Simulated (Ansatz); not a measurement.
Write a Python script for Ansatz 0.2.0, Python API that makes harmonic frequencies at the relaxed geometry of H2InOS, SMILES [OH][In][SH]. Settings (for the species named): B3LYP, def2-SVP basis, multiplicity 2.

```xyz
5

O     0.1349    1.2580    0.3598
In   -0.5519   -0.4232    1.1862
S    -0.1472   -2.0268   -0.7821
H     0.2795    2.1489    0.6651
H     0.2847   -0.9570   -1.4290
```

Script `freq_h2inos.py`:
```python
# -*- coding: utf-8 -*-
'''Vibrations of H2InOS.'''

from dataclasses import dataclass

import ansatz as az
import numpy as np


@dataclass(frozen=True)
class Settings:
    basis_set: str = 'def2-SVP'
    functional: str = 'b3lyp'


settings = Settings()


def main():
    geometry = (
        az.Crystal.molecule()
        .atom('O', (0.13488, 1.25805, 0.35982))
        .atom('In', (-0.55189, -0.42316, 1.1862))
        .atom('S', (-0.14715, -2.02681, -0.78208))
        .atom('H', (0.27949, 2.1489, 0.66507))
        .atom('H', (0.28468, -0.95699, -1.42902))
    )

    calc = (
        geometry.calculation()
        .basis(gaussian=settings.basis_set)
        .functional(settings.functional)
        .spin('collinear', total=1)  # spin-polarised run
    )
    symbols = [site.symbol for site in geometry.cartesian_sites]
    start = np.array([site.position_ang for site in geometry.cartesian_sites], dtype=float)
    r = calc.relax(force_tolerance=0.003).run().report
    end = np.array(r['positions_ang'])

    print('final positions (A) and the move of each atom')
    for symbol, xyz, old in zip(symbols, end, start):
        print(f'{symbol:2s} {xyz[0]:10.5f} {xyz[1]:10.5f} {xyz[2]:10.5f}   {np.linalg.norm(xyz - old):7.4f}')

    # frequencies need a stationary point, so they are taken at the relaxed geometry
    minimum = az.Crystal.molecule()
    for symbol, place in zip(symbols, end):
        minimum = minimum.atom(symbol, place.tolist())
    vibrating = (
        minimum.calculation()
        .basis(gaussian=settings.basis_set)  # the orbital basis, by name
        .functional(settings.functional)
        .spin('collinear', total=1)
        .phonons(temperatures=(200, 600, 100))
    )
    vib = vibrating.run().report['vibrations']
    sums = vib['harmonic_sums']
    modes = [m['omega_inv_cm'] for m in sums['modes_at_gamma'] if m['rigid_motion'] == 'no']
    print('frequencies (1/cm):', ' '.join(f'{w:.0f}' for w in modes))
    print('imaginary modes:', sum(w < 0 for w in modes), ' zero-point energy:', round(sums['zero_point_energy_ev'], 4), 'eV')
    print('T (K)   F_vib (eV)   S_vib (meV/K)   C_vib (meV/K)')
    for row in zip(sums['temperatures_k'], sums['vibrational_free_energy_ev'], vib['entropy_ev_per_k'], vib['heat_capacity_ev_per_k']):
        print(f'{row[0]:6.1f} {row[1]:11.4f} {1000 * row[2]:13.4f} {1000 * row[3]:15.4f}')


if __name__ == '__main__':
    main()
```

```console
$ python freq_h2inos.py
final positions (A) and the move of each atom
O     0.22171    1.46041    0.31735    0.2243
In   -0.45618   -0.33349    1.01990    0.2118
S    -0.22564   -2.11490   -0.71437    0.1360
H     0.15680    2.19282    0.94805    0.3115
H     0.30333   -1.20485   -1.57093    0.2862
frequencies (1/cm): 95 171 220 282 531 581 705 2650 3812
imaginary modes: 0  zero-point energy: 0.5608 eV
T (K)   F_vib (eV)   S_vib (meV/K)   C_vib (meV/K)
 200.0      0.5356        0.3074          0.3576
 300.0      0.4964        0.4724          0.4532
 400.0      0.4420        0.6108          0.5069
 500.0      0.3749        0.7277          0.5393
 600.0      0.2970        0.8281          0.5620
```

What to keep in mind:
- These settings explore the input space; basis and method may be short of convergence.
- The frequencies are harmonic and unscaled, in a modest basis. The result belongs to the one conformer reached from this start, and soft torsions count as harmonic oscillators.
- def2 sets replace the cores of elements past krypton by effective core potentials.
- The species is open-shell (spin multiplicity 2).
- b3lyp holds the VWN-RPA fit, as in Gaussian; the form of ORCA and Turbomole is b3lyp5.
- Hardware and time: 2 min on 1 thread of Arm Neoverse V1 (shared host), peak memory 0.26 GiB.

(A comment or docstring line of the script was reworded after the run, the code is as it ran; lines on the test bed's own set-up are left out of the output.)
